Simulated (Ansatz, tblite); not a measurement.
# Cis-NiH2(PH3)2 (NiP₂H₈): a ladder of methods and basis sets

The task here is to estimate one member of a computed series from the others.

Method: as each input shows; program: Ansatz 0.2.0, Gaussian basis.

Levels to be run: GFN1-xTB, GFN2-xTB, PBE-D4/def2-TZVP, r2SCAN-D4/def2-TZVP, B2PLYP/def2-TZVP, PBE-QIDH/def2-TZVP, B3LYP-D4/def2-TZVP, PBE-D4/def2-SVP, PBE0-D4/def2-SVP, HF/STO-3G, CCSD(T)/def2-TZVP, RPA/def2-TZVP.

2 further runs of the same task are left out: 2 set aside as unsound or not needed.

### The geometry

The geometry is that of the singlet, from an earlier relaxation (PBE0-D4/def2-SVP).

11 atoms, charge 0, spin multiplicity 1.

Bond lengths: Ni1–P2 2.122 Å, Ni1–P3 2.122 Å, Ni1–H4 1.462 Å, Ni1–H5 1.462 Å, P2–H6 1.430 Å, P2–H7 1.423 Å, P2–H8 1.423 Å, P3–H9 1.423 Å, P3–H10 1.423 Å, P3–H11 1.430 Å. Angles: P2–Ni1–P3 112.6°, P2–Ni1–H4 157.6°, P2–Ni1–H5 89.7°, P3–Ni1–H4 89.7°, P3–Ni1–H5 157.6°, H4–Ni1–H5 67.9°, Ni1–P2–H6 126.9°, Ni1–P2–H7 117.8°, Ni1–P2–H8 117.9°, H6–P2–H7 95.8°, H6–P2–H8 95.8°, H7–P2–H8 96.3°, Ni1–P3–H9 117.8°, Ni1–P3–H10 117.8°, Ni1–P3–H11 126.9°, H9–P3–H10 96.3°, H9–P3–H11 95.8°, H10–P3–H11 95.8°.

No spin-orbit coupling is included.

PBE0-D4/def2-TZVP was run before; its log isn't repeated, and its numbers join the tables.

The first run:

Tight binding, by tblite at 300 K electronic temperature and without a spin-polarisation term:

```python
tblite.interface.Calculator('GFN1-xTB', numbers, positions, charge=0, uhf=0).singlepoint()
```

Tight binding, by tblite at 300 K electronic temperature and without a spin-polarisation term:

```python
tblite.interface.Calculator('GFN2-xTB', numbers, positions, charge=0, uhf=0).singlepoint()
```

start.molden holds the orbitals of an earlier run on this state, given as this run's starting guess.

in.yaml

```yaml
crystal:
  periodic: [false, false, false]
  atoms:
    - {symbol: Ni, position_ang: [0.582857, 0.581175, 0.028681]}
    - {symbol: P, position_ang: [-1.497316, 1.000043, 0.025775]}
    - {symbol: P, position_ang: [0.997567, -1.498408, -0.048313]}
    - {symbol: H, position_ang: [2.017619, 0.859938, 0.051003]}
    - {symbol: H, position_ang: [0.864831, 2.014355, 0.085530]}
    - {symbol: H, position_ang: [-2.564003, 0.048656, -0.014708]}
    - {symbol: H, position_ang: [-2.005258, 1.829840, -1.012274]}
    - {symbol: H, position_ang: [-2.023822, 1.760596, 1.106685]}
    - {symbol: H, position_ang: [1.784655, -2.058219, 0.996270]}
    - {symbol: H, position_ang: [1.799434, -1.975662, -1.122238]}
    - {symbol: H, position_ang: [0.043425, -2.562314, -0.096412]}
basis:
  gaussian: {orbitals: def2-TZVP, initial_orbitals: start.molden}
hamiltonian: {xc: pbe, dispersion: d4}
scf: {omitted_lower_state_checks: [starts]}
output: {forces: true, orbitals: {seedname: orbitals}}
```

Run with:

```
$ ansatz run in.yaml --threads 2 --pin off --events-out ev --progress --plain --max-ram 4352MiB
```

Among the steps run: PBE-D4/def2-TZVP; r2SCAN-D4/def2-TZVP; B2PLYP/def2-TZVP; PBE-QIDH/def2-TZVP; B3LYP-D4/def2-TZVP; PBE-D4/def2-SVP; PBE0-D4/def2-SVP; HF/STO-3G; CCSD(T)/def2-TZVP; RPA/def2-TZVP.

One of the session's tables, all rows but one given; the rest of the session is left out.

It belongs to the step «Binding energy». 

```
              level  binding an atom (eV)
       HF/def2-TZVP                 1.370
    PBE-D4/def2-SVP                 2.688
   PBE-D4/def2-TZVP                 2.683
r2SCAN-D4/def2-TZVP                 2.669
 B3LYP-D4/def2-TZVP                 2.618
   PBE0-D4/def2-SVP                 2.528
  PBE0-D4/def2-TZVP                 2.553
      MP2/def2-TZVP                 2.590
     CCSD/def2-TZVP                     ?
  CCSD(T)/def2-TZVP                 2.471
```

**Question.** Estimate the row for CCSD/def2-TZVP.

**Answer.** binding an atom (eV): 2.397. In the column «binding an atom (eV)» it lies between HF/def2-TZVP (1.370) and CCSD(T)/def2-TZVP (2.471).

Caveats from the session: Free atoms were run apart at each level; binding is atoms less cluster, divided by the number of atoms, without zero-point or spin-orbit terms.
